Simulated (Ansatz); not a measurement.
Relaxation of a periodic cell of 17 atoms, Si₁₆B (host Si, host structure diamond, interstitial B), to a largest force component of 0.08 eV/Å in at most 25 steps.

Computed with DFT PBE, scalar-relativistic, plane waves, PAW in Ansatz 0.2.0. Settings: accuracy low, PAW set soft_1, cutoff 420 eV, k mesh 2x2x2, fermi-dirac smearing 0.02 eV, spin collinear.

```xyz
17
Lattice="0.0000 5.4300 5.4300 5.4300 0.0000 5.4300 5.4300 5.4300 0.0000" Properties=species:S:1:pos:R:3:forces:R:3
Si 0.000 0.000 0.000 0.40 -0.35 0.30
Si 1.357 1.357 1.357 -0.07 0.15 0.04
Si 2.715 2.715 0.000 -0.05 -0.01 0.07
Si 4.072 4.072 1.357 -0.16 0.11 -0.01
Si 2.715 0.000 2.715 -0.26 -0.31 -0.42
Si 4.072 1.357 4.072 -0.02 -0.06 0.03
Si 5.430 2.715 2.715 0.26 0.14 -0.31
Si 6.787 4.072 4.072 0.01 0.08 0.15
Si 0.000 2.715 2.715 0.07 0.03 -0.06
Si 1.357 4.072 4.072 -0.02 -0.01 -0.16
Si 2.715 5.430 2.715 -0.03 -0.06 -0.01
Si 4.072 6.787 4.072 0.03 0.00 -0.05
Si 2.715 2.715 5.430 -0.30 0.33 0.29
Si 4.072 4.072 6.787 0.16 -0.03 0.02
Si 5.430 5.430 5.430 0.00 -0.05 0.03
Si 6.787 6.787 6.787 0.05 -0.17 -0.03
B 6.701 9.512 6.911 -0.09 0.18 0.11
```

**Question.** Where does it end, and by what steps?

**Answer.** The forces met the threshold. The force dipped under the threshold on the way, but the program's further checks kept it going. Limits of this set-up: coarse k mesh, a small cell, in which the defect meets its images, low accuracy level. After 9 steps the energy has fallen by 0.141 eV; B17 moved furthest, 0.36 Å. Joined: Si8–B17 (2.59 → 2.33 Å).

```
step  energy less start (eV)  largest force component (eV/Å)  accepted
   0                  0.0000                           0.419       yes
   1                 -0.0597                           0.178       yes
   2                 -0.0892                           0.157       yes
   3                 -0.1240                           0.178       yes
   4                 -0.1362                           0.079       yes
   5                 -0.1362                           0.079       yes
   6                 -0.1396                           0.024       yes
   7                 -0.1401                           0.017       yes
   8                 -0.1405                           0.024       yes
   9                 -0.1411                           0.026       yes
```

```xyz
17
Lattice="0.0000 5.4300 5.4300 5.4300 0.0000 5.4300 5.4300 5.4300 0.0000" Properties=species:S:1:pos:R:3
Si 0.096 -0.056 0.055
Si 1.377 1.431 1.338
Si 2.732 2.747 -0.047
Si 4.067 4.072 1.365
Si 2.702 -0.020 2.626
Si 4.069 1.284 4.121
Si 5.433 2.650 2.681
Si 6.763 4.088 4.047
Si 0.015 2.741 2.702
Si 1.393 4.051 4.059
Si 2.725 5.422 2.713
Si 4.085 6.802 4.039
Si 2.716 2.702 5.436
Si 4.096 4.057 6.750
Si 5.421 5.435 5.401
Si 6.808 6.743 6.759
B 6.501 9.664 7.166
```

Whether the end is a true minimum wasn't checked by a vibrational analysis.

The run took 2.8 min on 1 thread of Arm Neoverse V1, with other jobs on the host, peak memory 0.66 GiB.
